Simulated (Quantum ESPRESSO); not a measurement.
# Te2Mo (P6_3/mmc) in Quantum ESPRESSO: settings compared

One crystal, Te2Mo, is run at these levels: LDA, PBE; tasks: dielectric tensor.

Program: Quantum ESPRESSO 7.5. These are calculated values, not measurements. Logs are shortened: lines on timing, memory, paths and dates and some standing lists are left out, and cuts for length are marked.

## Step 1: The crystal as given

The structure is hexagonal, space group P6_3/mmc (No. 194). The conventional cell has a = 3.518 Å, b = 3.518 Å, c = 13.974 Å, α = 90.00°, β = 90.00°, γ = 120.00°. Mo (site symmetry -6m2) has 6 Te at 2.72 Å as nearest neighbours. Around Te (site symmetry 3m) lie 3 Mo at 2.72 Å.

## Step 2: Dielectric tensor, LDA

Contents of pw.in:

```
&CONTROL
  calculation = 'scf'
  prefix = 'pwscf'
  outdir = './tmp'
  pseudo_dir = './pseudo'
  tprnfor = .true.
  tstress = .true.
  disk_io = 'low'
/
&SYSTEM
  ibrav = 0
  celldm(1) = 8
  nat = 6
  ntyp = 2
  ecutwfc = 80
  nbnd = 60
  occupations = 'smearing'
  smearing = 'fd'
  degauss = 0.00367493
/
&ELECTRONS
  conv_thr = 1.2d-09
  electron_maxstep = 120
  mixing_beta = 0.5
/
ATOMIC_SPECIES
Mo    95.9500 Mo.upf
Te   127.6000 Te.upf
CELL_PARAMETERS alat
  0.8310543064573   0.0000000000000   0.0000000000000
 -0.4155271532286   0.7197141413178   0.0000000000000
  0.0000000000000   0.0000000000000   3.3007846218838
ATOMIC_POSITIONS crystal
Mo     0.3333333333    0.6666666667    0.2500000000
Mo     0.6666666667    0.3333333333    0.7500000000
Te     0.3333333333    0.6666666667    0.6210000000
Te     0.6666666667    0.3333333333    0.1210000000
Te     0.3333333333    0.6666666667    0.8790000000
Te     0.6666666667    0.3333333333    0.3790000000
K_POINTS automatic
12 12 3 0 0 0
```

Contents of scf2.in:

```
&CONTROL
  calculation = 'scf'
  prefix = 'pwscf'
  outdir = './tmp'
  pseudo_dir = './pseudo'
  tprnfor = .true.
  tstress = .true.
  disk_io = 'low'
/
&SYSTEM
  ibrav = 0
  celldm(1) = 8
  nat = 6
  ntyp = 2
  ecutwfc = 80
  nbnd = 60
  occupations = 'fixed'
/
&ELECTRONS
  conv_thr = 1d-13
  electron_maxstep = 120
  mixing_beta = 0.5
  startingpot = 'file'
  startingwfc = 'file'
/
ATOMIC_SPECIES
Mo    95.9500 Mo.upf
Te   127.6000 Te.upf
CELL_PARAMETERS alat
  0.8310543064573   0.0000000000000   0.0000000000000
 -0.4155271532286   0.7197141413178   0.0000000000000
  0.0000000000000   0.0000000000000   3.3007846218838
ATOMIC_POSITIONS crystal
Mo     0.3333333333    0.6666666667    0.2500000000
Mo     0.6666666667    0.3333333333    0.7500000000
Te     0.3333333333    0.6666666667    0.6210000000
Te     0.6666666667    0.3333333333    0.1210000000
Te     0.3333333333    0.6666666667    0.8790000000
Te     0.6666666667    0.3333333333    0.3790000000
K_POINTS automatic
12 12 3 0 0 0
```

Contents of ph.in:

```
dielectric of Te2Mo
&INPUTPH
  prefix = 'pwscf'
  outdir = './tmp'
  tr2_ph = 1d-18
  fildyn = 'dyn'
  niter_ph = 90
  alpha_mix(1) = 0.7
  epsil = .true.
  trans = .false.
  zeu = .true.
/
0.0000000000 0.0000000000 0.0000000000
```

Potentials or basis: PseudoDojo 0.4.1 SR LDA standard.

On the command line:

```bash
> OMP_NUM_THREADS=1 mpirun -n 4 pw.x -nk 4 -in pw.in > pw.out
> OMP_NUM_THREADS=1 mpirun -n 4 pw.x -nk 4 -in scf2.in > scf2.out
> OMP_NUM_THREADS=1 mpirun -n 4 ph.x -nk 4 -in ph.in > ph.out
```

pw.out:

```text
This program is part of the open-source Quantum ESPRESSO suite
     for quantum simulation of materials; please cite
[... 6 lines left out ...]
     using ibrav=0 with symmetry is DISCOURAGED, use correct ibrav instead

     K-points division:     npool     =       4
     Subspace diagonalization in iterative solution of the eigenvalue problem:
     a serial algorithm will be used

     G-vector sticks info
     --------------------
     sticks:   dense  smooth     PW     G-vecs:    dense   smooth      PW
     Sum         967     967    283                97585    97585   15015

     Using Slab Decomposition

     bravais-lattice index     =            0
     lattice parameter (alat)  =       8.0000  a.u.
     unit-cell volume          =    1010.8264 (a.u.)^3
     number of atoms/cell      =            6
     number of atomic types    =            2
     number of electrons       =        92.00
     number of Kohn-Sham states=           60
     kinetic-energy cutoff     =      80.0000  Ry
     charge density cutoff     =     320.0000  Ry
     scf convergence threshold =      1.2E-09
     mixing beta               =       0.5000
     number of iterations used =            8  plain     mixing
     Exchange-correlation= SLA  PW   NOGX NOGC
                           (   1   4   0   0   0   0   0)

     celldm(1)=   8.000000  celldm(2)=   0.000000  celldm(3)=   0.000000
     celldm(4)=   0.000000  celldm(5)=   0.000000  celldm(6)=   0.000000

     crystal axes: (cart. coord. in units of alat)
               a(1) = (   0.831054   0.000000   0.000000 )
               a(2) = (  -0.415527   0.719714   0.000000 )
               a(3) = (   0.000000   0.000000   3.300785 )

     reciprocal axes: (cart. coord. in units 2 pi/alat)
               b(1) = (  1.203291  0.694720 -0.000000 )
               b(2) = (  0.000000  1.389441  0.000000 )
               b(3) = (  0.000000 -0.000000  0.302958 )

     PseudoPot. # 1 for Mo read from file:
     Mo.upf
     Pseudo is Norm-conserving + core correction, Zval = 14.0
     Generated using ONCVPSP code by D. R. Hamann
     Using radial grid of 1602 points,  6 beta functions with:
                l(1) =   0
                l(2) =   0
                l(3) =   1
                l(4) =   1
                l(5) =   2
                l(6) =   2

     PseudoPot. # 2 for Te read from file:
     Te.upf
     Pseudo is Norm-conserving + core correction, Zval = 16.0
     Generated using ONCVPSP code by D. R. Hamann
     Using radial grid of 1278 points,  6 beta functions with:
                l(1) =   0
                l(2) =   0
                l(3) =   1
                l(4) =   1
                l(5) =   2
                l(6) =   2

     atomic species   valence    mass     pseudopotential
     Mo               14.00    95.95000     Mo( 1.00)
     Te               16.00   127.60000     Te( 1.00)

     24 Sym. Ops., with inversion, found (12 have fractional translation)

   Cartesian axes

     site n.     atom                  positions (alat units)
         1        Mo     tau(   1) = (  -0.0000000   0.4798094   0.8251962  )
         2        Mo     tau(   2) = (   0.4155272   0.2399047   2.4755885  )
         3        Te     tau(   3) = (  -0.0000000   0.4798094   2.0497873  )
         4        Te     tau(   4) = (   0.4155272   0.2399047   0.3993949  )
         5        Te     tau(   5) = (  -0.0000000   0.4798094   2.9013897  )
         6        Te     tau(   6) = (   0.4155272   0.2399047   1.2509974  )

     number of k points=    38  Fermi-Dirac smearing, width (Ry)=  0.0037
                       cart. coord. in units 2pi/alat
        k(    1) = (   0.0000000   0.0000000   0.0000000), wk =   0.0046296
        k(    2) = (   0.0000000   0.0000000   0.1009861), wk =   0.0092593
        k(    3) = (   0.0000000   0.1157867   0.0000000), wk =   0.0277778
        k(    4) = (   0.0000000   0.1157867   0.1009861), wk =   0.0555556
        k(    5) = (   0.0000000   0.2315734   0.0000000), wk =   0.0277778
        k(    6) = (   0.0000000   0.2315734   0.1009861), wk =   0.0555556
[... 30 lines left out ...]
        k(   37) = (   0.4010969   0.6947203   0.0000000), wk =   0.0092593
        k(   38) = (   0.4010969   0.6947203   0.1009861), wk =   0.0185185

     Dense  grid:    97585 G-vectors     FFT dimensions: (  40,  40, 160)

     Initial potential from superposition of free atoms

     starting charge      91.9971, renormalised to      92.0000
     Starting wfcs are   56 randomized atomic wfcs +    4 random wfcs

     Self-consistent Calculation

     iteration #  1     ecut=    80.00 Ry     beta= 0.50
     Davidson diagonalization with overlap
     ethr =  1.00E-02,  avg # of iterations =  5.0

     Threshold (ethr) on eigenvalues was too large:
     Diagonalizing with lowered threshold

     Davidson diagonalization with overlap
     ethr =  3.36E-04,  avg # of iterations =  5.0

     total energy              =   -1118.56055810 Ry
     estimated scf accuracy    <       0.32458928 Ry

     iteration #  2     ecut=    80.00 Ry     beta= 0.50
     Davidson diagonalization with overlap
     ethr =  3.53E-04,  avg # of iterations =  2.4

     total energy              =   -1118.49421101 Ry
     estimated scf accuracy    <       0.86227056 Ry

     iteration #  3     ecut=    80.00 Ry     beta= 0.50
     Davidson diagonalization with overlap
     ethr =  3.53E-04,  avg # of iterations =  3.3

     total energy              =   -1118.63543862 Ry
     estimated scf accuracy    <       0.20624899 Ry
[... 33 lines left out ...]
     total energy              =   -1118.65478530 Ry
     estimated scf accuracy    <       0.00000020 Ry

     iteration #  9     ecut=    80.00 Ry     beta= 0.50
     Davidson diagonalization with overlap
     ethr =  2.17E-10,  avg # of iterations =  1.7

     total energy              =   -1118.65478531 Ry
     estimated scf accuracy    <          2.5E-09 Ry

     iteration # 10     ecut=    80.00 Ry     beta= 0.50
     Davidson diagonalization with overlap
     ethr =  2.68E-12,  avg # of iterations =  3.0

     End of self-consistent calculation

          k = 0.0000 0.0000 0.0000 ( 12243 PWs)   bands (ev):

   -48.2220 -48.2220 -24.1252 -24.1252 -24.1248 -24.1248 -24.1123 -24.1123
   -24.1120 -24.1120 -24.0675 -24.0675 -24.0660 -24.0660 -24.0570 -24.0570
   -24.0556 -24.0556 -24.0513 -24.0499 -24.0420 -24.0406 -22.4425 -22.4425
   -22.2818 -22.2818 -22.2818 -22.2818  -0.6316  -0.3147   0.2245   0.7197
     6.5853   7.8944   9.3390  10.6352  10.6352  10.6504  10.6504  11.4221
    11.4221  11.4242  11.4581  11.4581  12.1624  12.4904  15.3533  15.3533
    15.4809  15.4809  15.5636  15.5636  15.8158  15.8158  18.0471  18.6093
    19.7220  20.1018  20.7736  21.4259

          k = 0.0000 0.0000 0.1010 ( 12273 PWs)   bands (ev):

   -48.2220 -48.2220 -24.1251 -24.1251 -24.1249 -24.1249 -24.1122 -24.1122
   -24.1121 -24.1121 -24.0672 -24.0672 -24.0664 -24.0664 -24.0566 -24.0566
   -24.0559 -24.0559 -24.0510 -24.0503 -24.0416 -24.0409 -22.4425 -22.4425
   -22.2818 -22.2818 -22.2818 -22.2818  -0.5755  -0.4285   0.3805   0.6165
     6.8179   7.4133   9.9515  10.6389  10.6389  10.6465  10.6465  10.8961
    11.4312  11.4312  11.4492  11.4492  12.3298  12.4569  15.3683  15.3683
    15.4179  15.4179  15.6573  15.6573  15.7692  15.7692  18.2647  18.5325
    19.9982  20.2380  20.5609  20.9435
[... 91 lines left out ...]
   -48.2133 -48.2133 -24.1358 -24.1353 -24.1139 -24.1134 -24.1052 -24.1048
   -24.0927 -24.0926 -24.0771 -24.0760 -24.0732 -24.0716 -24.0716 -24.0713
   -24.0589 -24.0570 -24.0429 -24.0428 -24.0302 -24.0293 -22.4152 -22.4152
   -22.3754 -22.3753 -22.3064 -22.3063   1.2399   1.4340   1.5821   1.8000
     6.9483   7.2369   7.7862   7.9277   8.4942   9.2823  10.0184  10.1171
    10.4491  10.8501  11.2673  11.5158  11.7912  12.0286  13.7736  13.7741
    13.8942  14.2124  14.9076  15.6798  16.2875  16.3330  16.3960  17.2112
    17.9560  18.5633  18.8291  19.5203

          k = 0.0000 0.5789 0.1010 ( 12202 PWs)   bands (ev):

   -48.2133 -48.2133 -24.1357 -24.1354 -24.1138 -24.1136 -24.1051 -24.1049
   -24.0926 -24.0926 -24.0769 -24.0763 -24.0729 -24.0721 -24.0715 -24.0713
   -24.0584 -24.0574 -24.0429 -24.0428 -24.0300 -24.0295 -22.4152 -22.4152
   -22.3753 -22.3753 -22.3064 -22.3063   1.2718   1.3572   1.6648   1.7621
     7.0152   7.1614   7.7865   7.8339   8.7531   9.1264  10.0413  10.0905
    10.5134  10.6951  11.3748  11.4816  11.8514  11.9699  13.7977  13.8565
    13.8738  14.0789  15.2000  15.8191  15.8322  16.1339  16.6221  17.0742
    18.1555  18.4940  19.1311  19.4990

          k = 0.0000-0.6947 0.0000 ( 12178 PWs)   bands (ev):

   -48.2127 -48.2127 -24.1379 -24.1374 -24.1130 -24.1126 -24.1040 -24.1036
   -24.0913 -24.0912 -24.0781 -24.0770 -24.0733 -24.0718 -24.0718 -24.0715
   -24.0590 -24.0570 -24.0425 -24.0423 -24.0293 -24.0285 -22.4246 -22.4246
   -22.3706 -22.3706 -22.3081 -22.3081   1.4724   1.6101   1.7489   1.8869
     6.6453   6.9359   7.5584   7.6611   8.5679   9.2815   9.9416  10.0430
    10.5116  10.6817  11.4776  11.5345  11.8667  12.1547  13.7309  13.7898
    13.9083  14.2413  15.0385  15.6801  16.1228  16.3084  16.5120  16.5162
    17.7897  18.7370  18.8751  18.9754

          k = 0.0000-0.6947 0.1010 ( 12178 PWs)   bands (ev):

   -48.2127 -48.2127 -24.1378 -24.1375 -24.1129 -24.1127 -24.1039 -24.1037
   -24.0912 -24.0912 -24.0779 -24.0773 -24.0730 -24.0722 -24.0717 -24.0716
   -24.0585 -24.0575 -24.0425 -24.0424 -24.0291 -24.0287 -22.4246 -22.4246
   -22.3706 -22.3706 -22.3081 -22.3081   1.4967   1.5596   1.7995   1.8625
     6.7122   6.8582   7.5632   7.6039   8.7858   9.1348   9.9651  10.0157
    10.5307  10.6084  11.5079  11.5317  11.9379  12.0816  13.7421  13.7709
    14.0054  14.1714  15.2463  15.7903  15.8342  16.1463  16.3111  16.7521
    17.9476  18.4871  18.7778  19.5764

          k = 0.1003 0.1737 0.0000 ( 12259 PWs)   bands (ev):

   -48.2202 -48.2202 -24.1229 -24.1225 -24.1209 -24.1206 -24.1159 -24.1156
   -24.1084 -24.1082 -24.0693 -24.0684 -24.0675 -24.0672 -24.0623 -24.0610
   -24.0575 -24.0560 -24.0491 -24.0482 -24.0396 -24.0384 -22.4285 -22.4285
   -22.3090 -22.3090 -22.2873 -22.2873  -0.3425  -0.0308   0.4369   0.9040
     6.9051   8.1941   9.1954  10.0222  10.0520  10.6336  10.8535  10.8740
    10.9438  11.0210  11.4412  11.4877  12.1624  12.3793  14.4721  14.5651
    14.7182  14.7408  14.9573  15.2089  15.5419  15.7503  18.9458  19.6778
    19.8972  20.7046  20.9247  21.0378
[... 234 lines left out ...]
   -48.2115 -48.2115 -24.1326 -24.1326 -24.1097 -24.1087 -24.1002 -24.1002
   -24.0998 -24.0995 -24.0855 -24.0840 -24.0724 -24.0724 -24.0633 -24.0619
   -24.0619 -24.0610 -24.0435 -24.0435 -24.0284 -24.0284 -22.3993 -22.3993
   -22.3617 -22.3617 -22.3547 -22.3546   1.8502   1.8502   2.0511   2.0511
     7.5905   7.8015   7.8015   7.8355   8.2657   8.6002   9.1248   9.1248
     9.3800   9.3800  10.6564  10.6564  12.1548  12.3943  13.4281  13.4281
    13.6187  14.6499  14.7583  14.7583  16.2971  16.2971  16.6932  17.6988
    17.6988  18.3729  20.3620  20.8301

          k = 0.4011 0.6947 0.1010 ( 12249 PWs)   bands (ev):

   -48.2115 -48.2115 -24.1326 -24.1326 -24.1095 -24.1090 -24.1002 -24.1002
   -24.0997 -24.0996 -24.0852 -24.0844 -24.0725 -24.0725 -24.0627 -24.0619
   -24.0619 -24.0615 -24.0435 -24.0435 -24.0284 -24.0284 -22.3993 -22.3993
   -22.3617 -22.3617 -22.3546 -22.3546   1.8503   1.8503   2.0510   2.0510
     7.6350   7.7498   7.8216   7.8216   8.3733   8.5328   8.9110   8.9110
     9.6743   9.6743  10.5416  10.5416  12.1988  12.3135  13.4330  13.4330
    13.8532  14.3464  14.8143  14.8143  16.1130  16.1130  17.0994  17.8842
    18.0970  18.0970  20.0220  20.0220

     the Fermi energy is    12.8313 ev

!    total energy              =   -1118.65478531 Ry
     estimated scf accuracy    <          6.3E-11 Ry
     smearing contrib. (-TS)   =      -0.00000261 Ry
     internal energy E=F+TS    =   -1118.65478271 Ry

     The total energy is F=E-TS. E is the sum of the following terms:
     one-electron contribution =    -476.50980411 Ry
     hartree contribution      =     277.99423086 Ry
     xc contribution           =    -235.38015078 Ry
     ewald contribution        =    -684.75905868 Ry

     convergence has been achieved in  10 iterations

     Forces acting on atoms (cartesian axes, Ry/au):

     atom    1 type  1   force =    -0.00000000   -0.00000000    0.00000000
     atom    2 type  1   force =    -0.00000000   -0.00000000   -0.00000000
     atom    3 type  2   force =    -0.00000000   -0.00000000    0.00911257
     atom    4 type  2   force =    -0.00000000   -0.00000000    0.00911257
     atom    5 type  2   force =    -0.00000000   -0.00000000   -0.00911257
     atom    6 type  2   force =    -0.00000000   -0.00000000   -0.00911257

     Total force =     0.018225     Total SCF correction =     0.000058

     Computing stress (Cartesian axis) and pressure

          total   stress  (Ry/bohr**3)                   (kbar)     P=      -26.21
  -0.00017999   0.00000000   0.00000000          -26.48        0.00        0.00
   0.00000000  -0.00017999   0.00000000            0.00      -26.48        0.00
   0.00000000   0.00000000  -0.00017450            0.00        0.00      -25.67

=------------------------------------------------------------------------------=
   JOB DONE.
=------------------------------------------------------------------------------=
```

Wall time 39 min (4 MPI ranks of Arm Neoverse V2, shared host); peak memory 1.4 GiB.

What came out:

```yaml
Free_energy: -15220.0737 eV
Pressure: -2.6 GPa
Largest_force: 0.234 eV/Å
Band_gap_on_the_k_mesh: 0.72 eV, indirect (least direct gap 1.03 eV)
Electronic_dielectric_tensor_diagonal: 19.98, 19.98, 11.00
Born_charges_mean_of_the_diagonal: Mo -2.70; Te +1.35 e
```

Forces in eV/Å, atoms in the order of the input:
```
Mo   0.000  0.000  0.000
Mo   0.000  0.000  0.000
Te   0.000  0.000  0.234
Te   0.000  0.000  0.234
Te   0.000  0.000 -0.234
Te   0.000  0.000 -0.234
```

Stress tensor (GPa, compression positive):
```
-2.65  0.00  0.00
 0.00 -2.65  0.00
 0.00  0.00 -2.57
```

Electronic dielectric tensor:
```
19.98  0.00  0.00
 0.00 19.98  0.00
 0.00  0.00 11.00
```

Born effective charge tensors (e):
atom 1, Mo
```
-3.18  0.00  0.00
 0.00 -3.18  0.00
 0.00  0.00 -1.73
```
atom 2, Mo
```
-3.18  0.00  0.00
 0.00 -3.18  0.00
 0.00  0.00 -1.73
```
atom 3, Te
```
1.59 0.00 0.00
0.00 1.59 0.00
0.00 0.00 0.87
```
atom 4, Te
```
1.59 0.00 0.00
0.00 1.59 0.00
0.00 0.00 0.87
```
atom 5, Te
```
1.59 0.00 0.00
0.00 1.59 0.00
0.00 0.00 0.87
```
atom 6, Te
```
1.59 0.00 0.00
0.00 1.59 0.00
0.00 0.00 0.87
```

Caveat: on a mesh that holds Γ this program's dielectric tensor can be off by some percent beyond the error of the mesh; spin-orbit coupling is left out, which moves the levels of the heavy elements; an odd mesh through Γ misses points on the zone boundary, where band edges often lie.

[end of part 1 of 2]
